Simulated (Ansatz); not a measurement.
# Cd: the cost of one run

Computed with Ansatz 0.2.0 (DFT PBEsol, scalar-relativistic, plane waves, PAW, unless a step's input says otherwise).

## Step 1: Starting point

The structure is hexagonal, space group P6_3/mmc (No. 194). Conventional cell: a = 2.979 Å, b = 2.979 Å, c = 5.618 Å, α = 90.00°, β = 90.00°, γ = 120.00°. Cd (site symmetry -6m2) is surrounded by 12 Cd at 2.98 to 3.29 Å.

Coordinates:

```cif
data_structure
_symmetry_space_group_name_H-M 'P6_3/mmc'
_symmetry_Int_Tables_number 194
_cell_length_a 2.9789
_cell_length_b 2.9789
_cell_length_c 5.6177
_cell_angle_alpha 90.000
_cell_angle_beta 90.000
_cell_angle_gamma 120.000
_cell_volume 43.17
loop_
_atom_site_label
_atom_site_type_symbol
_atom_site_symmetry_multiplicity
_atom_site_Wyckoff_symbol
_atom_site_fract_x
_atom_site_fract_y
_atom_site_fract_z
_atom_site_occupancy
Cd1 Cd 2 c 0.33333 0.66667 0.25000 1
```

No relaxation comes first: the listed cell is the starting point.

## Step 2: The reference cell

Reference values: F = -16368.1197 eV; pressure -1.53 GPa; largest force 0.000 eV/Å; gap on the mesh none (metal). It was computed beforehand with the settings of the runs below.

## Step 3: Setting up energy and stress against strain

The cell is strained by ε times the Voigt pattern (1, 1, 0, 0, 0, 0) (xx, yy, zz, yz, xz, xy; engineering shear), with fractional coordinates fixed (clamped ions). The stress on the pattern is the sum of the stress components weighted by it, tension positive.

## Step 4: At ε = -0.0400

File input.yaml:

```yaml
crystal:
  lattice:
    - [2.8597176077, 0.0, 0.0]
    - [-1.4298588039, 2.476588096, 0.0]
    - [0.0, 0.0, 5.61765]
  atoms:
    - { symbol: Cd, position: [0.3333333333, 0.6666666667, 0.25] }
    - { symbol: Cd, position: [0.6666666667, 0.3333333333, 0.75] }
basis:
  ecutwfc: 420
kpoints:
  mp_grid: { grid: [18, 18, 8] }
hamiltonian:
  xc: pbesol
scf:
  occupations: { method: gaussian, width: 0.15 }
output:
  forces: true
  stress: true
  eigenvalues: true
```

Run with:

```
> ansatz run input.yaml --threads 1 --pin off --max-ram 2560MiB --backend cpu --events-out ev --progress --plain --runs-dir out
```

What time and memory should one allow on 1 thread of Arm Neoverse V1, shared host?

About 7.8 s, with a peak of 0.39 GiB.
